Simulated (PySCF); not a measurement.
# C₆H₇OP: magnetic properties

Wanted: magnetic properties for C₆H₇OP (`COc1ccpcc1`).

Programs: PySCF 2.14.0, with routines of our own; each step states its level. All values are computed. Atoms count from 0.

## 1. The starting structure

15 atoms, charge 0, multiplicity 1; geometry from: GFN2-xTB.

## 2. Magnetic properties: GIAO wB97X-D/pcSseg-1

Job settings and geometry (Å):

```
{"job": {"kind": "mag", "xc": "wB97X-D", "basis": "pcSseg-1", "isotopologues": 2}, "charge": 0, "multiplicity": 1}
C      2.460003     0.146897    -0.107056
O      1.414279    -0.790676    -0.164282
C      0.125236    -0.360780    -0.050066
C     -0.827209    -1.381758    -0.123867
C     -2.180495    -1.175255    -0.032849
P     -2.957927     0.363183     0.190664
C     -1.555783     1.377256     0.241176
C     -0.242912     0.968741     0.125267
H      2.483609     0.668381     0.855626
H      3.375965    -0.430286    -0.224716
H      2.390060     0.879900    -0.917462
H     -0.445079    -2.384350    -0.261526
H     -2.831059    -2.038172    -0.104946
H     -1.737724     2.436376     0.376748
H      0.524621     1.728532     0.175378
```

Method: GIAO wB97X-D/pcSseg-1 magnetisability, rotational g tensor and spin-rotation constants, non-relativistic, gas phase.

The run is started by

```
$ OMP_NUM_THREADS=1 python excited_run.py task.json out
```

One launch serves the whole session: the jobs run in the order shown.

What it wrote:

```text
coarse grid: 13568 points
cycle   1  E = -649.1140524296  dE =  1.606e+00  |g| = 5.329e-01  |ddm| = 3.789e+00
cycle   2  E = -649.1201939600  dE = -6.142e-03  |g| = 5.687e-01  |ddm| = 8.891e-01
cycle   3  E = -649.1737699525  dE = -5.358e-02  |g| = 6.731e-02  |ddm| = 4.123e-01
cycle   4  E = -649.1746088576  dE = -8.389e-04  |g| = 2.695e-02  |ddm| = 8.859e-02
cycle   5  E = -649.1747834802  dE = -1.746e-04  |g| = 7.947e-03  |ddm| = 3.830e-02
cycle   6  E = -649.1747994282  dE = -1.595e-05  |g| = 2.425e-03  |ddm| = 1.215e-02
cycle   7  E = -649.1748012316  dE = -1.803e-06  |g| = 6.807e-04  |ddm| = 3.662e-03
final grid: 127992 points
cycle   8  E = -649.2372253689  dE = -1.655e-04  |g| = 4.898e-03  |ddm| = 4.657e-02
cycle   9  E = -649.2372281903  dE = -2.821e-06  |g| = 4.392e-03  |ddm| = 1.005e-02
cycle  10  E = -649.2372318920  dE = -3.702e-06  |g| = 9.593e-04  |ddm| = 4.051e-03
cycle  11  E = -649.2372321115  dE = -2.195e-07  |g| = 3.768e-04  |ddm| = 1.371e-03
cycle  12  E = -649.2372321542  dE = -4.270e-08  |g| = 9.590e-05  |ddm| = 6.186e-04
cycle  13  E = -649.2372321605  dE = -6.285e-09  |g| = 5.364e-05  |ddm| = 2.161e-04
cycle  14  E = -649.2372321625  dE = -1.978e-09  |g| = 1.579e-05  |ddm| = 1.745e-04
cycle  15  E = -649.2372321627  dE = -1.851e-10  |g| = 7.706e-06  |ddm| = 4.587e-05
converged SCF energy = -649.2372321627

Magnetisability tensor (1e-30 J/T^2)
    -1017.20      -24.47      -55.83
      -24.47     -939.24      136.21
      -55.83      136.21    -2055.71
isotropic -1337.38   principal values   -2074.70  -1024.04   -913.41
isotropic susceptibility -80.539 1e-6 cm^3/mol

Inertial axes            a          b          c
rot. const./GHz      4.6023     1.1362     0.9166
chi total           -60.686    -55.990   -124.941
chi diamagnetic    -377.303  -1123.853  -1385.170
chi paramagnetic    316.617   1067.863   1260.229
quadrupole/D A        0.871      5.977     -6.848
g nuclear            0.6107     0.5476     0.5576
g electronic        -0.6846    -0.5700    -0.5426
g total             -0.0739    -0.0224     0.0149

Spin-rotation constants (kHz, H = +C I.J)
atom  isotope        aa         bb         cc
  5    31P       11.379      2.989      0.975
  8     1H       -0.433     -0.072     -0.002
  9     1H        0.127     -0.088     -0.091
 10     1H       -0.433     -0.072     -0.003
 11     1H       -0.313      0.092     -0.088
 12     1H       -0.148      0.083     -0.094
 13     1H       -0.372      0.141     -0.094
 14     1H       -0.083      0.029     -0.095
  0    13C*       0.877      0.209      0.195
  1    17O*      -0.708     -0.208     -0.071
  2    13C*       2.369      0.465      0.174
  3    13C*       1.691      0.517      0.113
  4    13C*       2.238      0.591      0.093
* in the singly substituted isotopologue

Isotopologues: g along a, b, c
2H    at 8,9,10,11,12,1    -0.0611    -0.0204     0.0132
13C   at 0                 -0.0738    -0.0219     0.0146
```

Run time: 38 s. Hardware: 1 thread of Arm Neoverse V1, shared host; peak memory 0.82 GiB.

From this job:

| quantity | value |
| --- | --- |
| magnetisability | -1337·10⁻³⁰ J/T² |
| molar susceptibility | -80.5·10⁻⁶ cm³/mol |
| rotational g (a, b, c) | -0.0739, -0.0224, 0.0149 |

## 3. Magnetic properties: GIAO B97-2/6-31G

The job, as its differences from that of step 2:

```diff
@@ -1,2 +1,2 @@
-{"job": {"kind": "mag", "xc": "wB97X-D", "basis": "pcSseg-1", "isotopologues": 2}, "charge": 0, "multiplicity": 1}
+{"job": {"kind": "mag", "xc": "B97-2", "basis": "6-31G"}, "charge": 0, "multiplicity": 1}
 C      2.460003     0.146897    -0.107056
```

With the program's defaults for keys left out, this is: GIAO B97-2/6-31G magnetisability, rotational g tensor and spin-rotation constants, non-relativistic, gas phase.

What it wrote:

```text
coarse grid: 13568 points
cycle   1  E = -649.2015507830  dE =  1.394e+00  |g| = 4.987e-01  |ddm| = 4.115e+00
cycle   2  E = -649.1500902410  dE =  5.146e-02  |g| = 7.270e-01  |ddm| = 1.298e+00
cycle   3  E = -649.2554843669  dE = -1.054e-01  |g| = 9.677e-02  |ddm| = 7.777e-01
cycle   4  E = -649.2576157647  dE = -2.131e-03  |g| = 3.384e-02  |ddm| = 1.546e-01
cycle   5  E = -649.2578754472  dE = -2.597e-04  |g| = 1.369e-02  |ddm| = 5.625e-02
cycle   6  E = -649.2579264460  dE = -5.100e-05  |g| = 3.556e-03  |ddm| = 2.067e-02
cycle   7  E = -649.2579303532  dE = -3.907e-06  |g| = 8.132e-04  |ddm| = 6.212e-03
final grid: 127992 points
cycle   8  E = -649.1795645754  dE = -2.998e-05  |g| = 5.683e-03  |ddm| = 3.313e-02
cycle   9  E = -649.1795537468  dE =  1.083e-05  |g| = 9.087e-03  |ddm| = 1.389e-02
cycle  10  E = -649.1795720136  dE = -1.827e-05  |g| = 5.651e-04  |ddm| = 9.784e-03
cycle  11  E = -649.1795720942  dE = -8.062e-08  |g| = 1.435e-04  |ddm| = 8.232e-04
cycle  12  E = -649.1795720978  dE = -3.639e-09  |g| = 9.277e-05  |ddm| = 3.618e-04
cycle  13  E = -649.1795721007  dE = -2.886e-09  |g| = 1.684e-05  |ddm| = 1.572e-04
cycle  14  E = -649.1795721008  dE = -6.685e-11  |g| = 7.701e-06  |ddm| = 3.155e-05
converged SCF energy = -649.1795721008

Magnetisability tensor (1e-30 J/T^2)
    -1033.12      -21.43      -58.46
      -21.43     -950.44      143.83
      -58.46      143.83    -2130.86
isotropic -1371.47   principal values   -2150.89  -1037.96   -925.57
isotropic susceptibility -82.592 1e-6 cm^3/mol

Inertial axes            a          b          c
rot. const./GHz      4.6023     1.1362     0.9166
chi total           -61.664    -56.582   -129.530
chi diamagnetic    -375.529  -1123.598  -1385.286
chi paramagnetic    313.865   1067.016   1255.756
quadrupole/D A       -1.057      6.627     -5.569
g nuclear            0.6107     0.5476     0.5576
g electronic        -0.6786    -0.5696    -0.5407
g total             -0.0680    -0.0219     0.0168

Spin-rotation constants (kHz, H = +C I.J)
atom  isotope        aa         bb         cc
  5    31P        9.759      2.708      0.767
  8     1H       -0.465     -0.077     -0.009
  9     1H        0.096     -0.095     -0.097
 10     1H       -0.465     -0.077     -0.009
 11     1H       -0.321      0.082     -0.096
 12     1H       -0.170      0.073     -0.098
 13     1H       -0.389      0.130     -0.098
 14     1H       -0.113      0.022     -0.103
  0    13C*       0.763      0.184      0.168
  1    17O*      -0.737     -0.211     -0.066
  2    13C*       2.065      0.422      0.146
  3    13C*       1.501      0.452      0.091
  4    13C*       2.009      0.525      0.075
* in the singly substituted isotopologue
```

Run time: 12 s. Hardware: 1 thread of Arm Neoverse V1, shared host; peak memory 0.56 GiB.

From this job:

| quantity | value |
| --- | --- |
| magnetisability | -1371·10⁻³⁰ J/T² |
| molar susceptibility | -82.6·10⁻⁶ cm³/mol |
| rotational g (a, b, c) | -0.0680, -0.0219, 0.0168 |

## 4. Magnetic properties: GIAO BLYP/6-31G*

The job, as its differences from that of step 3:

```diff
@@ -1,4 +1,4 @@
-{"job": {"kind": "mag", "xc": "B97-2", "basis": "6-31G"}, "charge": 0, "multiplicity": 1}
+{"job": {"kind": "mag", "xc": "BLYP", "basis": "6-31G*", "scf": {"max_cycle": 55}}, "charge": 0, "multiplicity": 1}
 C      2.460003     0.146897    -0.107056
-O      1.414279    -0.790676    -0.164282
+O      1.623424    -0.603161    -0.152837
 C      0.125236    -0.360780    -0.050066
```

With the program's defaults for keys left out, this is: GIAO BLYP/6-31G* magnetisability, rotational g tensor and spin-rotation constants, non-relativistic, gas phase.

What it wrote:

```text
final grid: 127992 points
cycle   1  E = -648.9519302369  dE =  1.526e+00  |g| = 8.796e-01  |ddm| = 4.261e+00
cycle   2  E = -648.0289306881  dE =  9.230e-01  |g| = 2.136e+00  |ddm| = 3.034e+00
cycle   3  E = -649.0674727540  dE = -1.039e+00  |g| = 4.506e-01  |ddm| = 2.596e+00
cycle   4  E = -649.1195727589  dE = -5.210e-02  |g| = 1.598e-01  |ddm| = 7.042e-01
cycle   5  E = -649.1232357925  dE = -3.663e-03  |g| = 1.024e-01  |ddm| = 2.576e-01
cycle   6  E = -649.1257544353  dE = -2.519e-03  |g| = 3.257e-02  |ddm| = 1.327e-01
cycle   7  E = -649.1261137645  dE = -3.593e-04  |g| = 1.214e-02  |ddm| = 6.356e-02
cycle   8  E = -649.1261618171  dE = -4.805e-05  |g| = 2.672e-03  |ddm| = 1.731e-02
cycle   9  E = -649.1261634249  dE = -1.608e-06  |g| = 1.261e-03  |ddm| = 3.795e-03
cycle  10  E = -649.1261637981  dE = -3.732e-07  |g| = 4.223e-04  |ddm| = 1.732e-03
cycle  11  E = -649.1261637730  dE =  2.512e-08  |g| = 5.230e-04  |ddm| = 1.020e-03
cycle  12  E = -649.1261638566  dE = -8.358e-08  |g| = 3.422e-05  |ddm| = 5.835e-04
cycle  13  E = -649.1261638570  dE = -4.238e-10  |g| = 7.293e-06  |ddm| = 6.628e-05
converged SCF energy = -649.1261638570

Magnetisability tensor (1e-30 J/T^2)
     -897.45      -44.05      -60.78
      -44.05     -842.42      140.61
      -60.78      140.61    -1987.37
isotropic -1242.41   principal values   -2007.12   -921.69   -798.42
isotropic susceptibility -74.820 1e-6 cm^3/mol

Inertial axes            a          b          c
rot. const./GHz      4.7386     1.1014     0.8988
chi total           -53.364    -50.224   -120.872
chi diamagnetic    -367.655  -1156.545  -1411.369
chi paramagnetic    314.291   1106.321   1290.497
quadrupole/D A       -5.863      8.451     -2.588
g nuclear            0.6119     0.5461     0.5560
g electronic        -0.6997    -0.5725    -0.5449
g total             -0.0877    -0.0264     0.0111

Spin-rotation constants (kHz, H = +C I.J)
atom  isotope        aa         bb         cc
  5    31P       10.592      2.701      0.925
  8     1H       -0.401     -0.056     -0.001
  9     1H        0.201     -0.081     -0.078
 10     1H       -0.401     -0.056     -0.001
 11     1H       -0.351      0.077     -0.092
 12     1H       -0.167      0.065     -0.092
 13     1H       -0.423      0.130     -0.092
 14     1H       -0.067      0.026     -0.100
  0    13C*       0.858      0.200      0.160
  1    17O*      -0.754     -0.280     -0.078
  2    13C*       2.162      0.449      0.205
  3    13C*       1.601      0.428      0.098
  4    13C*       2.104      0.490      0.097
* in the singly substituted isotopologue
```

It took 27 s on 1 thread of Arm Neoverse V1, shared host; peak memory 0.56 GiB.

It converged, yet the result is unsound: one atom of the first bond was moved so that the bond is 0.8 times as long.

## 5. The levels compared

| level | ξ (10⁻³⁰ J/T²) | g(a) | g(b) | gap (eV) | functions | time |
| --- | --- | --- | --- | --- | --- | --- |
| GIAO wB97X-D/pcSseg-1 | -1337 | -0.0739 | -0.0224 | 8.64 | 178 | 38 s |
| GIAO B97-2/6-31G | -1371 | -0.0680 | -0.0219 | 5.18 | 90 | 12 s |

## 6. What came out

```
                                              quantity                               value
       magnetisability (step 2, GIAO wB97X-D/pcSseg-1)                    -1337·10⁻³⁰ J/T²
  molar susceptibility (step 2, GIAO wB97X-D/pcSseg-1)                  -80.5·10⁻⁶ cm³/mol
rotational g (a, b, c) (step 2, GIAO wB97X-D/pcSseg-1)            -0.0739, -0.0224, 0.0149
                       magnetisability over the levels           -1371 to -1337·10⁻³⁰ J/T²
                                                  runs  0 failed, 1 ended on unsound input
```

The magnetisability spreads by 2.5 % over 2 levels, from GIAO B97-2/6-31G (12 s) to GIAO wB97X-D/pcSseg-1 (38 s); the runs took 12 s to 38 s. Two levels can agree by chance, so this spread shows no convergence. Vibrational averaging and real surroundings are missing from these values.
